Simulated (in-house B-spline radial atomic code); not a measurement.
**Pt⁷¹⁺: ionisation energy by several methods**

Aim: the ionisation energy of Pt⁷¹⁺ by several methods, each as the difference of two self-consistent energies (Pt⁷¹⁺ and the next ion, [He] 2s2 2p2).

The numbers are computed with in-house B-spline radial atomic code version 1 (scalar-relativistic (X2C), several functionals, spin-polarised, exact exchange averaged over the configuration; spherical all-electron atom at the radial basis limit), except any that are marked as measured or tabulated.

## 1. Starting point

* element: platinum (Z = 78)
* charge: +71
* electrons: 7
* configuration: [He] 2s2 2p3
* nucleus: Fermi, rms radius 5.427 fm

Outer shells as boxes (Hund's rule):

[He] 2s2 2p3
```
[He] core
2s [↑↓]
2p [↑ ][↑ ][↑ ]
```

Where spins are not typed, each open shell is filled with up spins first.

## 2. TPSSh, a global hybrid

Input settings:

```ini
Z = 78
electrons = 7.0
configuration = [He] 2s2 2p3
hamiltonian = x2c
method = tpssh
spin_polarised = True
nucleus = fermi
rms_radius = 5.427
mass_number = 195
atomic_mass = 194.964794325
speed_of_light = 137.035999084
exact_exchange = averaged over the configuration
```

Command:

```
python run_scf.py task.json out
```

One command runs all members of the session, one after another, from task.json.

## 3. r2SCAN0, a global hybrid

Settings: those of step 2 with these lines changed.

```diff
@@ -4,3 +4,3 @@
 hamiltonian = x2c
-method = tpssh
+method = r2scan0
 spin_polarised = True
```

## 4. CAM-B3LYP, a range-separated hybrid

Settings: those of step 3 with these lines changed.

```diff
@@ -4,3 +4,3 @@
 hamiltonian = x2c
-method = r2scan0
+method = camb3lyp
 spin_polarised = True
```

The tabulated ionisation energy is 18630 ± 60 eV (tabulated theoretical; NIST Atomic Spectra Database). What does each method give, and which comes nearest?

As calculated:

| method | rung | total energy (hartree) | ΔSCF (eV) | −ε highest (eV) | ΔSCF less tabulated (eV) |
| --- | --- | --- | --- | --- | --- |
| TPSSh | global hybrid | -10401.5038 | 19271.1 | 19107.4 (2p up) | +641.1 |
| r2SCAN0 | global hybrid | -10401.0381 | 19281.8 | 19148.7 (2p up) | +651.8 |
| CAM-B3LYP | range-separated hybrid | -10401.7763 | 19269.3 | 19123.8 (2p up) | +639.3 |

**Reading.** The tabulated ionisation energy is 18630 ± 60 eV (tabulated theoretical; NIST Atomic Spectra Database). CAM-B3LYP comes nearest (+639.3 eV) and r2SCAN0 is farthest (+651.8 eV, 3.5 %). All methods miss on the same side by much the same amount, which points to something that they share. Relativistic terms that these runs lack can be as large as the gaps between close methods, so the nearest may be so by luck. Spin-orbit coupling is left out. Open shells are averaged (over orientations, and over spins where the run is restricted), while tables refer to the lowest levels.
